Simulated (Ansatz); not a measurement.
Runs of Ansatz 0.2.0 on Al3Au. The structure is tetragonal, space group I4/mmm (No. 139). Conventional cell: a = 4.051 Å, b = 4.051 Å, c = 8.113 Å, α = 90.00°, β = 90.00°, γ = 90.00°. Au (site symmetry 4/mmm) is surrounded by 12 Al at 2.86 to 2.87 Å. Al (site symmetry 4/mmm) is surrounded by 4 Au at 2.86 Å and 8 Al at 2.87 Å. Around Al (site symmetry -4m2) lie 8 Al at 2.86 to 2.87 Å and 4 Au at 2.87 Å. The cell comes from a database or a generator and needn't be the stable form of this composition.

| potentials or basis | cutoff (eV) | gap on the mesh (eV) | pressure (GPa) |
| --- | --- | --- | --- |
| PseudoDojo stringent (PBE files) | 1034 | none | (a) |
| Ansatz PAW earlier set | 900 | none | 0.4 |
| Ansatz NC | 1034 | none | 0.5 |
| JTH PAW | 750 | none | 0.3 |
| Ansatz PAW earlier set | 1050 | none | 0.4 |

Alike in all rows: task single point; level PBE; no spin polarisation; cell as given; k mesh 9 × 9 × 9; smearing fermi-dirac 0.05 eV.

Task: Fill in the values left out.

Result: (a) 0.1.

A k mesh can miss the band edges, and the runs leave out spin-orbit coupling on Au.

A gap of «none» marks a metal or a gap under the smearing width.

Not every run made on this cell is shown here.
